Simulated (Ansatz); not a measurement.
# ClH4N3W: the cost of one run

Computed with Ansatz 0.2.0, Gaussian basis. Level: the settings change from run to run.

## Step 1: The relaxed structure

An earlier PBE0-D4 in a triple-zeta def2 set relaxation fixed the geometry. W takes a core potential in def2 sets; no spin-orbit term is included.

SMILES `[NH]=[W](=[NH])([NH2])[Cl]`, 9 atoms, charge 0, spin multiplicity 1.

Atoms are counted from 1 here; the program's logs count them from 0.

Bond lengths: N1–W2 1.748 Å, N1–H6 1.008 Å, W2–N3 1.748 Å, W2–N4 1.941 Å, W2–Cl5 2.301 Å, N3–H7 1.008 Å, N4–H8 1.008 Å, N4–H9 1.008 Å. Angles: W2–N1–H6 156.5°, N1–W2–N3 113.4°, N1–W2–N4 106.7°, N1–W2–Cl5 108.8°, N3–W2–N4 106.7°, N3–W2–Cl5 108.8°, N4–W2–Cl5 112.5°, W2–N3–H7 156.3°, W2–N4–H8 123.2°, W2–N4–H9 123.2°, H8–N4–H9 111.5°.

## Step 2: PBEsol/def2-TZVPD

Options: multiplicity 3, relativity set to none, the search for lower states set to full.

in.yaml reads:

```yaml
crystal:
  periodic: [false, false, false]
  atoms:
    - {symbol: N, position_ang: [-1.192448, 1.225527, -0.384071]}
    - {symbol: W, position_ang: [0.258377, 0.375956, 0.092899]}
    - {symbol: N, position_ang: [1.237987, -0.140403, -1.259279]}
    - {symbol: N, position_ang: [-0.313649, -1.233021, 1.014822]}
    - {symbol: Cl, position_ang: [1.518001, 1.757731, 1.434511]}
    - {symbol: H, position_ang: [-1.844618, 1.655950, -1.020544]}
    - {symbol: H, position_ang: [1.503182, -0.225371, -2.227892]}
    - {symbol: H, position_ang: [0.153852, -2.120944, 0.916126]}
    - {symbol: H, position_ang: [-1.232183, -1.341625, 1.416329]}
basis:
  gaussian: {orbitals: def2-TZVPD}
magnetization: {spin_polarized: true, initial_magnetization: 2}
hamiltonian: {xc: {name: PBEsol}, pseudopotentials: {relativity: none}}
scf: {lower_state_search: full}
```

Launch:

```sh
ansatz run in.yaml --threads 4 --pin off --events-out ev --progress --plain --max-ram 10444MiB
```

**Question.** How long does this run take on 4 threads of Arm Neoverse V2, shared host, and how much memory does it need?

About 99 s, with a peak of 0.93 GiB.
